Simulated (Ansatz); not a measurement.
# FGaH₆Si (built from SMILES F.[SiH3][GaH2]): Born-Oppenheimer dynamics

The task is to watch the atoms for 80 steps of 0.5 fs, started with velocities for 200 K and run with a Langevin thermostat, and see to which side of the barrier the system falls.

The runs use Ansatz 0.2.0, Gaussian basis; CAM-B3LYP-D4/def2-SVP.

1 further run of the same task is left out (it didn't finish). Runs told in other sessions of the task aren't counted.

### Step 1. Where the work starts

The start, a first-order saddle point found at PBE0-D4 in triple zeta: 9 atoms, charge 0, spin multiplicity 1.

Atoms are counted from 1 here; the program's logs count them from 0.

Bond lengths: Ga1–Si2 2.620 Å, Ga1–H3 1.553 Å, Ga1–H4 1.553 Å, Ga1–H5 1.876 Å, Ga1–F6 2.004 Å, Si2–H7 1.485 Å, Si2–H8 1.486 Å, Si2–H9 1.501 Å, H5–F6 1.180 Å. Angles: Si2–Ga1–H3 107.6°, Si2–Ga1–H4 107.4°, Si2–Ga1–H5 45.8°, Si2–Ga1–F6 81.0°, H3–Ga1–H4 132.7°, H3–Ga1–H5 113.6°, H3–Ga1–F6 108.0°, H4–Ga1–H5 113.5°, H4–Ga1–F6 108.0°, H5–Ga1–F6 35.2°, Ga1–Si2–H7 122.5°, Ga1–Si2–H8 122.0°, Ga1–Si2–H9 79.6°, H7–Si2–H8 110.6°, H7–Si2–H9 106.9°, H8–Si2–H9 106.9°, Ga1–H5–F6 78.3°, Ga1–F6–H5 66.5°.

As a file:

```xyz
9
charge 0, multiplicity 1
Ga   -1.3603    0.2635   -0.1897
Si    1.1185   -0.5444    0.0675
H    -1.6549    0.3954   -1.7089
H    -2.1688   -0.3371    0.9925
H     0.2372    1.0928    0.3400
F    -0.5350    1.9802    0.4324
H     2.1759   -0.2001   -0.9174
H     1.7166   -0.8400    1.3950
H     0.4707   -1.8104   -0.4116
```

### Step 2. The run

md/in.yaml reads:

```yaml
crystal:
  periodic: [false, false, false]
  atoms:
    - {symbol: Ga, position_ang: [-1.360272, 0.263464, -0.189746]}
    - {symbol: Si, position_ang: [1.118544, -0.544375, 0.067520]}
    - {symbol: H, position_ang: [-1.654935, 0.395371, -1.708879]}
    - {symbol: H, position_ang: [-2.168804, -0.337118, 0.992496]}
    - {symbol: H, position_ang: [0.237194, 1.092838, 0.340029]}
    - {symbol: F, position_ang: [-0.535040, 1.980199, 0.432447]}
    - {symbol: H, position_ang: [2.175897, -0.200123, -0.917368]}
    - {symbol: H, position_ang: [1.716614, -0.840010, 1.394956]}
    - {symbol: H, position_ang: [0.470701, -1.810447, -0.411555]}
basis:
  gaussian: {orbitals: def2-SVP}
hamiltonian: {xc: {name: CAM-B3LYP}, dispersion: d4}
md: {n_steps: 80, timestep: 0.5, temperature: 200, ensemble: nvt_langevin, seed: 231, friction: 0.002, initial_velocities: maxwell_boltzmann}
```

Command:

```sh
$ ansatz run in.yaml --threads 4 --pin off --events-out ev --progress --plain --max-ram 9574MiB
```

Log:

```text
Functional definition: CAM-B3LYP
  name "CAM-B3LYP"
  cite "Yanai, Tew & Handy, Chem. Phys. Lett. 393, 51 (2004) doi:10.1016/j.cplett.2004.06.011"
  cite "Iikura, Tsuneda, Yanai & Hirao, J. Chem. Phys. 115, 3540 (2001) doi:10.1063/1.1383587"
  cite "Becke, Phys. Rev. A 38, 3098 (1988) doi:10.1103/PhysRevA.38.3098"
  cite "Lee, Yang & Parr, Phys. Rev. B 37, 785 (1988) doi:10.1103/PhysRevB.37.785"
  cite "Vosko, Wilk & Nusair, Can. J. Phys. 58, 1200 (1980) doi:10.1139/p80-159"
  parameter alpha = 0.19
  parameter beta = 0.46
  parameter omega = 0.33/bohr
  parameter ac = 0.81
  # Exact exchange under (alpha + beta erf(omega r))/r, Becke's under what is left of 1/r.
  exchange = (1 - alpha - beta)*b88_x + beta*b88_x_sr(omega) + alpha*exact_x + beta*exact_x_lr(omega)
  correlation = (1 - ac)*vwn5_c + ac*lyp_c
987 factors; integrals over basis functions are off by at most 2.7e-4 eV
331 factors; integrals over basis functions are off by at most 8.0e-7 eV
mean field evaluation 1: about -63058.2748 eV, gradient 3.6e1 eV
mean field evaluation 2: about -63056.2934 eV, gradient 5.3e1 eV
mean field evaluation 4: about -63060.2000 eV, gradient 1.9e0 eV
mean field evaluation 8: about -63060.2044 eV, gradient 3.3e-2 eV
mean field -63060.20438874 eV, -2317.4197675444 hartree, gradient 2.2e-5 eV, S^2 0.000000; 0 other end points of the search recorded, 0 dependent functions left out
the calculation of the forces begins
reference -63060.20451950 eV, -2317.4197723498 hartree; 30, 30 occupied and 64, 64 virtual orbitals, 987 factors
md step     0: t =     0.00 fs  T =   177.8 K  F+E_penalty+E_count = -63060.34653610 eV  E_kin = 0.206816 eV  (25 SCF iters)
these checks for a lower state are left out or cut short: starts, cluster_reference, orbital_swaps, neighbouring_geometries, increment
987 factors; integrals over basis functions are off by at most 2.7e-4 eV
331 factors; integrals over basis functions are off by at most 8.1e-7 eV
mean field evaluation 16: about -63060.2001 eV, gradient 6.9e-1 eV
mean field -63060.20073965 eV, -2317.4196334427 hartree, gradient 4.0e-5 eV, S^2 0.000000; 0 other end points of the search recorded, 0 dependent functions left out
the calculation of the forces begins
reference -63060.20087050 eV, -2317.4196382516 hartree; 30, 30 occupied and 64, 64 virtual orbitals, 987 factors
md step     1: t =     0.50 fs  T =   173.5 K  F+E_penalty+E_count = -63060.34276880 eV  E_kin = 0.201845 eV  (27 SCF iters)
these checks for a lower state are left out or cut short: starts, cluster_reference, orbital_swaps, neighbouring_geometries, increment
987 factors; integrals over basis functions are off by at most 2.7e-4 eV
331 factors; integrals over basis functions are off by at most 8.2e-7 eV
mean field -63060.19215302 eV, -2317.4193178902 hartree, gradient 4.0e-5 eV, S^2 0.000000; 0 other end points of the search recorded, 0 dependent functions left out
the calculation of the forces begins
reference -63060.19228397 eV, -2317.4193227024 hartree; 30, 30 occupied and 64, 64 virtual orbitals, 987 factors
md step     2: t =     1.00 fs  T =   171.2 K  F+E_penalty+E_count = -63060.33407289 eV  E_kin = 0.199150 eV  (26 SCF iters)
[... from here on, the SCF cycles and remarks between the steps are left out ...]
md step     3: t =     1.50 fs  T =   164.1 K  F+E_penalty+E_count = -63060.32128301 eV  E_kin = 0.190953 eV  (27 SCF iters)
md step     4: t =     2.00 fs  T =   159.4 K  F+E_penalty+E_count = -63060.30562371 eV  E_kin = 0.185414 eV  (28 SCF iters)
md step     5: t =     2.50 fs  T =   150.6 K  F+E_penalty+E_count = -63060.28882083 eV  E_kin = 0.175173 eV  (28 SCF iters)
md step     6: t =     3.00 fs  T =   139.3 K  F+E_penalty+E_count = -63060.27314082 eV  E_kin = 0.162058 eV  (26 SCF iters)
md step     7: t =     3.50 fs  T =   127.2 K  F+E_penalty+E_count = -63060.26011230 eV  E_kin = 0.147999 eV  (25 SCF iters)
md step     8: t =     4.00 fs  T =   122.1 K  F+E_penalty+E_count = -63060.25074672 eV  E_kin = 0.142031 eV  (25 SCF iters)
md step     9: t =     4.50 fs  T =   117.4 K  F+E_penalty+E_count = -63060.24544672 eV  E_kin = 0.136557 eV  (25 SCF iters)
md step    10: t =     5.00 fs  T =   116.9 K  F+E_penalty+E_count = -63060.24430271 eV  E_kin = 0.135981 eV  (25 SCF iters)
md step    11: t =     5.50 fs  T =   117.1 K  F+E_penalty+E_count = -63060.24709166 eV  E_kin = 0.136237 eV  (25 SCF iters)
md step    12: t =     6.00 fs  T =   124.2 K  F+E_penalty+E_count = -63060.25293220 eV  E_kin = 0.144479 eV  (25 SCF iters)
md step    13: t =     6.50 fs  T =   133.6 K  F+E_penalty+E_count = -63060.26039789 eV  E_kin = 0.155380 eV  (25 SCF iters)
md step    14: t =     7.00 fs  T =   139.4 K  F+E_penalty+E_count = -63060.26801022 eV  E_kin = 0.162148 eV  (28 SCF iters)
md step    15: t =     7.50 fs  T =   146.1 K  F+E_penalty+E_count = -63060.27399129 eV  E_kin = 0.170005 eV  (28 SCF iters)
md step    16: t =     8.00 fs  T =   148.9 K  F+E_penalty+E_count = -63060.27715172 eV  E_kin = 0.173277 eV  (28 SCF iters)
md step    17: t =     8.50 fs  T =   148.0 K  F+E_penalty+E_count = -63060.27690937 eV  E_kin = 0.172158 eV  (28 SCF iters)
md step    18: t =     9.00 fs  T =   150.6 K  F+E_penalty+E_count = -63060.27280730 eV  E_kin = 0.175233 eV  (27 SCF iters)
md step    19: t =     9.50 fs  T =   148.4 K  F+E_penalty+E_count = -63060.26489719 eV  E_kin = 0.172606 eV  (28 SCF iters)
md step    20: t =    10.00 fs  T =   142.1 K  F+E_penalty+E_count = -63060.25439168 eV  E_kin = 0.165300 eV  (28 SCF iters)
md step    21: t =    10.50 fs  T =   132.0 K  F+E_penalty+E_count = -63060.24331337 eV  E_kin = 0.153600 eV  (28 SCF iters)
md step    22: t =    11.00 fs  T =   126.3 K  F+E_penalty+E_count = -63060.23394947 eV  E_kin = 0.146972 eV  (28 SCF iters)
md step    23: t =    11.50 fs  T =   121.8 K  F+E_penalty+E_count = -63060.22849532 eV  E_kin = 0.141644 eV  (28 SCF iters)
md step    24: t =    12.00 fs  T =   118.5 K  F+E_penalty+E_count = -63060.22837370 eV  E_kin = 0.137877 eV  (27 SCF iters)
md step    25: t =    12.50 fs  T =   121.8 K  F+E_penalty+E_count = -63060.23382599 eV  E_kin = 0.141751 eV  (27 SCF iters)
md step    26: t =    13.00 fs  T =   128.7 K  F+E_penalty+E_count = -63060.24422253 eV  E_kin = 0.149705 eV  (27 SCF iters)
md step    27: t =    13.50 fs  T =   144.2 K  F+E_penalty+E_count = -63060.25817594 eV  E_kin = 0.167752 eV  (26 SCF iters)
md step    28: t =    14.00 fs  T =   159.3 K  F+E_penalty+E_count = -63060.27424292 eV  E_kin = 0.185268 eV  (25 SCF iters)
md step    29: t =    14.50 fs  T =   175.7 K  F+E_penalty+E_count = -63060.29153902 eV  E_kin = 0.204441 eV  (26 SCF iters)
md step    30: t =    15.00 fs  T =   196.9 K  F+E_penalty+E_count = -63060.30929329 eV  E_kin = 0.229044 eV  (26 SCF iters)
md step    31: t =    15.50 fs  T =   212.4 K  F+E_penalty+E_count = -63060.32610739 eV  E_kin = 0.247068 eV  (26 SCF iters)
md step    32: t =    16.00 fs  T =   223.8 K  F+E_penalty+E_count = -63060.34103922 eV  E_kin = 0.260387 eV  (26 SCF iters)
md step    33: t =    16.50 fs  T =   233.5 K  F+E_penalty+E_count = -63060.35373663 eV  E_kin = 0.271623 eV  (25 SCF iters)
md step    34: t =    17.00 fs  T =   243.7 K  F+E_penalty+E_count = -63060.36355235 eV  E_kin = 0.283555 eV  (25 SCF iters)
md step    35: t =    17.50 fs  T =   247.6 K  F+E_penalty+E_count = -63060.36962801 eV  E_kin = 0.288063 eV  (25 SCF iters)
md step    36: t =    18.00 fs  T =   247.0 K  F+E_penalty+E_count = -63060.37099569 eV  E_kin = 0.287337 eV  (25 SCF iters)
md step    37: t =    18.50 fs  T =   240.0 K  F+E_penalty+E_count = -63060.36646274 eV  E_kin = 0.279244 eV  (26 SCF iters)
md step    38: t =    19.00 fs  T =   230.2 K  F+E_penalty+E_count = -63060.35523632 eV  E_kin = 0.267785 eV  (25 SCF iters)
md step    39: t =    19.50 fs  T =   217.0 K  F+E_penalty+E_count = -63060.33899576 eV  E_kin = 0.252494 eV  (25 SCF iters)
md step    40: t =    20.00 fs  T =   209.9 K  F+E_penalty+E_count = -63060.32231430 eV  E_kin = 0.244185 eV  (25 SCF iters)
md step    41: t =    20.50 fs  T =   202.3 K  F+E_penalty+E_count = -63060.31408073 eV  E_kin = 0.235390 eV  (25 SCF iters)
md step    42: t =    21.00 fs  T =   212.0 K  F+E_penalty+E_count = -63060.32250488 eV  E_kin = 0.246600 eV  (26 SCF iters)
md step    43: t =    21.50 fs  T =   235.9 K  F+E_penalty+E_count = -63060.34873708 eV  E_kin = 0.274399 eV  (26 SCF iters)
md step    44: t =    22.00 fs  T =   262.7 K  F+E_penalty+E_count = -63060.38485416 eV  E_kin = 0.305573 eV  (25 SCF iters)
md step    45: t =    22.50 fs  T =   289.3 K  F+E_penalty+E_count = -63060.41792749 eV  E_kin = 0.336576 eV  (26 SCF iters)
md step    46: t =    23.00 fs  T =   307.4 K  F+E_penalty+E_count = -63060.43765501 eV  E_kin = 0.357618 eV  (26 SCF iters)
md step    47: t =    23.50 fs  T =   309.2 K  F+E_penalty+E_count = -63060.44044776 eV  E_kin = 0.359732 eV  (26 SCF iters)
md step    48: t =    24.00 fs  T =   292.8 K  F+E_penalty+E_count = -63060.42829461 eV  E_kin = 0.340594 eV  (26 SCF iters)
md step    49: t =    24.50 fs  T =   280.2 K  F+E_penalty+E_count = -63060.40632952 eV  E_kin = 0.325920 eV  (26 SCF iters)
md step    50: t =    25.00 fs  T =   262.1 K  F+E_penalty+E_count = -63060.38149400 eV  E_kin = 0.304915 eV  (26 SCF iters)
md step    51: t =    25.50 fs  T =   248.6 K  F+E_penalty+E_count = -63060.36020233 eV  E_kin = 0.289163 eV  (25 SCF iters)
md step    52: t =    26.00 fs  T =   240.0 K  F+E_penalty+E_count = -63060.34796096 eV  E_kin = 0.279191 eV  (26 SCF iters)
md step    53: t =    26.50 fs  T =   242.7 K  F+E_penalty+E_count = -63060.34912502 eV  E_kin = 0.282358 eV  (26 SCF iters)
md step    54: t =    27.00 fs  T =   252.8 K  F+E_penalty+E_count = -63060.36516053 eV  E_kin = 0.294049 eV  (26 SCF iters)
md step    55: t =    27.50 fs  T =   274.2 K  F+E_penalty+E_count = -63060.39504204 eV  E_kin = 0.318976 eV  (26 SCF iters)
md step    56: t =    28.00 fs  T =   303.4 K  F+E_penalty+E_count = -63060.43432347 eV  E_kin = 0.352915 eV  (26 SCF iters)
md step    57: t =    28.50 fs  T =   331.7 K  F+E_penalty+E_count = -63060.47418157 eV  E_kin = 0.385876 eV  (26 SCF iters)
md step    58: t =    29.00 fs  T =   352.2 K  F+E_penalty+E_count = -63060.50281472 eV  E_kin = 0.409692 eV  (26 SCF iters)
md step    59: t =    29.50 fs  T =   358.7 K  F+E_penalty+E_count = -63060.51004065 eV  E_kin = 0.417239 eV  (25 SCF iters)
md step    60: t =    30.00 fs  T =   347.5 K  F+E_penalty+E_count = -63060.49328760 eV  E_kin = 0.404260 eV  (25 SCF iters)
md step    61: t =    30.50 fs  T =   325.7 K  F+E_penalty+E_count = -63060.46393260 eV  E_kin = 0.378937 eV  (26 SCF iters)
md step    62: t =    31.00 fs  T =   320.0 K  F+E_penalty+E_count = -63060.44661561 eV  E_kin = 0.372302 eV  (26 SCF iters)
md step    63: t =    31.50 fs  T =   340.6 K  F+E_penalty+E_count = -63060.46158979 eV  E_kin = 0.396178 eV  (26 SCF iters)
md step    64: t =    32.00 fs  T =   379.6 K  F+E_penalty+E_count = -63060.50530327 eV  E_kin = 0.441629 eV  (25 SCF iters)
md step    65: t =    32.50 fs  T =   418.2 K  F+E_penalty+E_count = -63060.55464018 eV  E_kin = 0.486490 eV  (25 SCF iters)
md step    66: t =    33.00 fs  T =   445.0 K  F+E_penalty+E_count = -63060.58749786 eV  E_kin = 0.517702 eV  (26 SCF iters)
md step    67: t =    33.50 fs  T =   448.8 K  F+E_penalty+E_count = -63060.59463402 eV  E_kin = 0.522101 eV  (25 SCF iters, 3 dispersion substeps)
md step    68: t =    34.00 fs  T =   449.9 K  F+E_penalty+E_count = -63060.58015487 eV  E_kin = 0.523344 eV  (25 SCF iters, 3 dispersion substeps)
md step    69: t =    34.50 fs  T =   432.5 K  F+E_penalty+E_count = -63060.55521794 eV  E_kin = 0.503146 eV  (25 SCF iters, 3 dispersion substeps)
md step    70: t =    35.00 fs  T =   406.5 K  F+E_penalty+E_count = -63060.53278629 eV  E_kin = 0.472905 eV  (26 SCF iters, 3 dispersion substeps)
md step    71: t =    35.50 fs  T =   397.1 K  F+E_penalty+E_count = -63060.52445019 eV  E_kin = 0.462016 eV  (26 SCF iters, 3 dispersion substeps)
md step    72: t =    36.00 fs  T =   402.8 K  F+E_penalty+E_count = -63060.53678291 eV  E_kin = 0.468551 eV  (25 SCF iters, 3 dispersion substeps)
md step    73: t =    36.50 fs  T =   427.9 K  F+E_penalty+E_count = -63060.56987881 eV  E_kin = 0.497802 eV  (26 SCF iters, 3 dispersion substeps)
md step    74: t =    37.00 fs  T =   466.2 K  F+E_penalty+E_count = -63060.61675042 eV  E_kin = 0.542292 eV  (26 SCF iters, 3 dispersion substeps)
md step    75: t =    37.50 fs  T =   506.8 K  F+E_penalty+E_count = -63060.66533139 eV  E_kin = 0.589584 eV  (26 SCF iters, 3 dispersion substeps)
md step    76: t =    38.00 fs  T =   533.5 K  F+E_penalty+E_count = -63060.69977272 eV  E_kin = 0.620681 eV  (25 SCF iters, 3 dispersion substeps)
md step    77: t =    38.50 fs  T =   540.6 K  F+E_penalty+E_count = -63060.70631467 eV  E_kin = 0.628938 eV  (25 SCF iters, 3 dispersion substeps)
md step    78: t =    39.00 fs  T =   530.1 K  F+E_penalty+E_count = -63060.68331248 eV  E_kin = 0.616668 eV  (25 SCF iters, 3 dispersion substeps)
md step    79: t =    39.50 fs  T =   494.8 K  F+E_penalty+E_count = -63060.64798796 eV  E_kin = 0.575599 eV  (24 SCF iters, 3 dispersion substeps)
these checks for a lower state are left out or cut short: starts, cluster_reference, orbital_swaps, neighbouring_geometries, increment
987 factors; integrals over basis functions are off by at most 3.0e-4 eV
331 factors; integrals over basis functions are off by at most 8.7e-7 eV
mean field -63060.49416544 eV, -2317.4304166419 hartree, gradient 4.5e-5 eV, S^2 0.000000; 0 other end points of the search recorded, 0 dependent functions left out
the calculation of the forces begins
reference -63060.49429845 eV, -2317.4304215300 hartree; 30, 30 occupied and 64, 64 virtual orbitals, 987 factors
987 factors; integrals over basis functions are off by at most 3.0e-4 eV
331 factors; integrals over basis functions are off by at most 8.7e-7 eV
mean field -63060.49416544 eV, -2317.4304166419 hartree, gradient 4.5e-5 eV, S^2 0.000000; 1 other end points of the search recorded, 0 dependent functions left out
the calculation of the forces begins
reference -63060.49429845 eV, -2317.4304215300 hartree; 30, 30 occupied and 64, 64 virtual orbitals, 987 factors
md step    80: t =    40.00 fs  T =   486.7 K  F+E_penalty+E_count = -63060.63214407 eV  E_kin = 0.566213 eV  (26 SCF iters, 3 dispersion substeps)
Total energy: -63060.63227708 eV, -2317.4354921510 hartree
Atom 0 at    -1.346931     0.179433    -0.135107 Å, force     0.305584    -0.895458     0.314565 eV/Å
Atom 1 at     1.146503    -0.509730    -0.123439 Å, force    -0.189477    -0.153802    -0.720782 eV/Å
Atom 2 at    -2.190114     0.490993    -1.438087 Å, force     0.319901     0.060365     0.195398 eV/Å
Atom 3 at    -2.111250    -0.293458     1.206685 Å, force     0.309822     0.257589    -0.485134 eV/Å
Atom 4 at     0.225301     1.930899     0.414235 Å, force     4.040444    -0.662245    -0.267387 eV/Å
Atom 5 at    -0.627725     2.119937     0.482732 Å, force    -3.996519     1.168697     0.362788 eV/Å
Atom 6 at     2.171469     0.349474    -0.873363 Å, force    -0.595865    -0.229159    -0.003563 eV/Å
Atom 7 at     1.760358    -0.468641     1.219013 Å, force    -0.121760    -0.066181     0.480006 eV/Å
Atom 8 at     1.304955    -1.939951    -0.625362 Å, force    -0.072131     0.520196     0.124109 eV/Å
Dipole moment:     0.126976     0.314837     0.021818 e Å
```

It took 1.8 min on 4 threads of Arm Neoverse V1, shared host.

### Step 3. The trajectory

Every 5 steps:

| time (fs) | T (K) | potential (meV) | potential + kinetic (meV) | Ga1–F6 (Å) | Si2–H5 (Å) | Ga1–Si2 (Å) | H5–F6 (Å) |
| --- | --- | --- | --- | --- | --- | --- | --- |
| 0.00 | 178 | 0.0 | 0.0 | 2.004 | 1.879 | 2.620 | 1.180 |
| 2.50 | 151 | 57.7 | 26.1 | 2.008 | 1.898 | 2.626 | 1.164 |
| 5.00 | 117 | 102.2 | 31.4 | 2.011 | 1.913 | 2.634 | 1.159 |
| 7.50 | 146 | 72.5 | 35.7 | 2.014 | 1.923 | 2.642 | 1.165 |
| 10.00 | 142 | 92.1 | 50.6 | 2.016 | 1.934 | 2.649 | 1.173 |
| 12.50 | 122 | 112.7 | 47.6 | 2.017 | 1.960 | 2.654 | 1.167 |
| 15.00 | 197 | 37.2 | 59.5 | 2.017 | 2.019 | 2.657 | 1.125 |
| 17.50 | 248 | -23.1 | 58.2 | 2.017 | 2.118 | 2.659 | 1.033 |
| 20.00 | 210 | 24.2 | 61.6 | 2.020 | 2.228 | 2.659 | 0.934 |
| 22.50 | 289 | -71.4 | 58.4 | 2.028 | 2.254 | 2.658 | 0.951 |
| 25.00 | 262 | -35.0 | 63.1 | 2.042 | 2.239 | 2.654 | 1.033 |
| 27.50 | 274 | -48.5 | 63.7 | 2.057 | 2.293 | 2.648 | 1.024 |
| 30.00 | 347 | -146.8 | 50.7 | 2.073 | 2.412 | 2.639 | 0.914 |
| 32.50 | 418 | -208.1 | 71.6 | 2.092 | 2.464 | 2.627 | 0.914 |
| 35.00 | 407 | -186.3 | 79.8 | 2.113 | 2.464 | 2.613 | 1.009 |
| 37.50 | 507 | -318.8 | 64.0 | 2.135 | 2.545 | 2.600 | 0.970 |
| 40.00 | 487 | -285.6 | 73.8 | 2.160 | 2.664 | 2.587 | 0.876 |

Energies count from the start.

Positions (Å) and forces (eV/Å) at 16.00 fs:

```xyz
9

Ga   -1.370    0.239   -0.162    0.521   -0.032   -0.171
Si    1.171   -0.523    0.002   -0.668    0.380    0.439
H    -1.816    0.582   -1.601   -0.073   -0.141   -0.131
H    -2.087   -0.399    1.040   -0.101   -0.101    0.142
H     0.237    1.284    0.284   -0.677    0.464    0.126
F    -0.579    1.998    0.430    0.738   -0.140    0.078
H     2.265   -0.122   -0.907    0.132    0.006   -0.107
H     1.669   -0.728    1.406    0.014   -0.060   -0.292
H     0.568   -1.790   -0.481    0.114   -0.375   -0.084
```

Positions (Å) and forces (eV/Å) at 40.00 fs:

```xyz
9

Ga   -1.347    0.179   -0.135    0.306   -0.895    0.315
Si    1.147   -0.510   -0.123   -0.189   -0.154   -0.721
H    -2.190    0.491   -1.438    0.320    0.060    0.195
H    -2.111   -0.293    1.207    0.310    0.258   -0.485
H     0.225    1.931    0.414    4.040   -0.662   -0.267
F    -0.628    2.120    0.483   -3.997    1.169    0.363
H     2.171    0.349   -0.873   -0.596   -0.229   -0.004
H     1.760   -0.469    1.219   -0.122   -0.066    0.480
H     1.305   -1.940   -0.625   -0.072    0.520    0.124
```

### Step 4. Outcome

```
                                                 quantity              value
                                                   length  80 steps, 40.0 fs
                                 temperature at the start              178 K
                            mean temperature, second half              355 K
lowest and highest potential energy, from the first frame   -360 and 118 meV
                    largest change of potential + kinetic           87.6 meV
```

By the last frame it has moved back towards the start side of the step. The system runs downhill by 0.36 eV, and that energy turns into motion. The thermostat trades energy with the molecule, so the sum of potential and kinetic energy isn't conserved: it changes by +74 meV over the run. The mean temperature of the second half is still well above the 200 K set. The temperature runs between 117 and 541 K. Under Langevin the temperature counts 3N degrees of freedom, more than the drawn velocities fill, so it starts at 178 K, not 200 K.
